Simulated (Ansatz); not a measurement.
# CH₇BSSi: how energies converge with the basis set

The task here is to estimate one member of a computed series from the others.

Computed with Ansatz 0.2.0, Gaussian basis. Level: one geometry, several basis sets.

The runs, in order: PBE0-D4/def2-SVP; ωB97M-V/def2-SVP; PBE0-D4/def2-QZVPP; ωB97M-V/def2-QZVPP; the functionals' def2-TZVPP values are taken from earlier runs.

### The relaxed structure

All runs share one geometry, relaxed beforehand with PBE0-D4 in a triple-zeta def2 set.

SMILES `B[SiH2]CS`, 11 atoms, charge 0, spin multiplicity 1.

Atoms are counted from 1 here; the program's logs count them from 0.

Bond lengths: B1–Si2 2.008 Å, B1–H5 1.197 Å, B1–H6 1.196 Å, Si2–C3 1.888 Å, Si2–H7 1.492 Å, Si2–H8 1.492 Å, C3–S4 1.805 Å, C3–H9 1.093 Å, C3–H10 1.093 Å, S4–H11 1.344 Å. Angles: Si2–B1–H5 123.4°, Si2–B1–H6 119.4°, H5–B1–H6 117.2°, B1–Si2–C3 113.4°, B1–Si2–H7 108.9°, B1–Si2–H8 108.9°, C3–Si2–H7 109.1°, C3–Si2–H8 109.1°, H7–Si2–H8 107.3°, Si2–C3–S4 110.5°, Si2–C3–H9 108.4°, Si2–C3–H10 108.5°, S4–C3–H9 110.5°, S4–C3–H10 110.5°, H9–C3–H10 108.4°, C3–S4–H11 98.2°.

The first run:

The input, in.yaml:

```yaml
crystal:
  periodic: [false, false, false]
  atoms:
    - {symbol: B, position_ang: [-1.082590, 1.940675, -0.038731]}
    - {symbol: Si, position_ang: [-0.111573, 0.372019, 0.754948]}
    - {symbol: C, position_ang: [0.436503, -0.897632, -0.529795]}
    - {symbol: S, position_ang: [1.303460, -2.267092, 0.265578]}
    - {symbol: H, position_ang: [-1.292221, 2.060477, -1.210621]}
    - {symbol: H, position_ang: [-1.479092, 2.810699, 0.680268]}
    - {symbol: H, position_ang: [1.086682, 0.868559, 1.493109]}
    - {symbol: H, position_ang: [-1.001271, -0.293832, 1.751076]}
    - {symbol: H, position_ang: [-0.449447, -1.259933, -1.057394]}
    - {symbol: H, position_ang: [1.088043, -0.399664, -1.252294]}
    - {symbol: H, position_ang: [1.566805, -2.991376, -0.835545]}
basis:
  gaussian: {orbitals: def2-SVP}
hamiltonian: {xc: pbe0, dispersion: d4}
output: {orbitals: {seedname: orbitals}}
```

Started as:

```bash
> ansatz run in.yaml --threads 2 --pin off --events-out ev --progress --plain --max-ram 4352MiB
```

Among the steps run: PBE0-D4 in def2-SVP; ωB97M-V in def2-SVP; PBE0-D4 in def2-QZVPP; ωB97M-V in def2-QZVPP.

One of the session's tables, all rows but one given; the rest of the session is left out.

| functional | basis | HOMO (eV) | LUMO (eV) |
| --- | --- | --- | --- |
| PBE0-D4 | def2-SVP | -6.65 | -2.48 |
| PBE0-D4 | def2-TZVPP | ? | ? |
| PBE0-D4 | def2-QZVPP | -6.89 | -2.55 |
| ωB97M-V | def2-SVP | -8.88 | -0.41 |
| ωB97M-V | def2-TZVPP | -9.09 | -0.58 |
| ωB97M-V | def2-QZVPP | -9.14 | -0.63 |

**Question.** Estimate the row for PBE0-D4, def2-TZVPP.

As computed: HOMO (eV): -6.85; LUMO (eV): -2.54. In the column «HOMO (eV)» it lies between PBE0-D4, def2-QZVPP (-6.89) and PBE0-D4, def2-SVP (-6.65).
